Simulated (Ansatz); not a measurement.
**MoSCl4 (MoSCl₄): an energy map over angle S2–Mo1–Cl4 and angle Cl3–Mo1–Cl6**

Method: RHF/def2-SVP; program: Ansatz 0.2.0.

## Step 1: The system as given

6 atoms, charge 0, spin multiplicity 1.

Atoms are counted from 1 here; the program's logs count them from 0.

Bond lengths: Mo1–S2 2.092 Å, Mo1–Cl3 2.308 Å, Mo1–Cl4 2.308 Å, Mo1–Cl5 2.308 Å, Mo1–Cl6 2.308 Å. Angles: S2–Mo1–Cl3 103.9°, S2–Mo1–Cl4 103.9°, S2–Mo1–Cl5 103.9°, S2–Mo1–Cl6 103.9°, Cl3–Mo1–Cl4 86.7°, Cl3–Mo1–Cl5 152.2°, Cl3–Mo1–Cl6 86.7°, Cl4–Mo1–Cl5 86.7°, Cl4–Mo1–Cl6 152.3°, Cl5–Mo1–Cl6 86.7°.

As a file:

```xyz
6
charge 0, multiplicity 1
Mo    0.00001   -0.00008    0.02058
S     0.00110   -0.00736    2.11253
Cl    2.23979    0.01431   -0.53558
Cl   -0.01277    2.24273   -0.52419
Cl   -2.24033   -0.01062   -0.53336
Cl    0.01219   -2.23899   -0.53998
```

This geometry comes from a loose relaxation at PBE in a small basis, which is not shown.

## Step 3: Plan of the scan

The axes are (1) angle S2–Mo1–Cl4: 11 values from 59.6 to 149.6 °; (2) angle Cl3–Mo1–Cl6: 11 values from 51.4 to 121.4 °.

Nothing else is relaxed (all other coordinates rigid). Energies count from the relaxed molecule at the same level.

(The set-up runs are not shown.)

## Step 4: Grid point angle S2–Mo1–Cl4 = 104.6°, angle Cl3–Mo1–Cl6 = 86.4°

input.yaml

```yaml
crystal:
  periodic: [false, false, false]
  atoms:
    - { symbol: Mo, position_ang: [2.7e-05, -0.000187, 0.052836] }
    - { symbol: S, position_ang: [0.001071, -0.007475, 2.065057] }
    - { symbol: Cl, position_ang: [2.234453, 0.016075, -0.53055] }
    - { symbol: Cl, position_ang: [-0.012729, 2.236801, -0.521214] }
    - { symbol: Cl, position_ang: [-2.234898, -0.010565, -0.528769] }
    - { symbol: Cl, position_ang: [0.012182, -2.233091, -0.536906] }
basis:
  gaussian: { orbitals: def2-SVP }
hamiltonian:
  xc: hf
output:
  forces: true
```

Run with:

```console
$ ansatz run input.yaml --threads 1 --pin off --max-ram 2560MiB --backend cpu --events-out ev --progress --plain --runs-dir out
```

**Question.** How long does this run take on 1 thread of Intel Xeon 6975P-C (Granite Rapids), shared host, and how much memory does it need?

About 4.5 s, with a peak of 0.39 GiB.
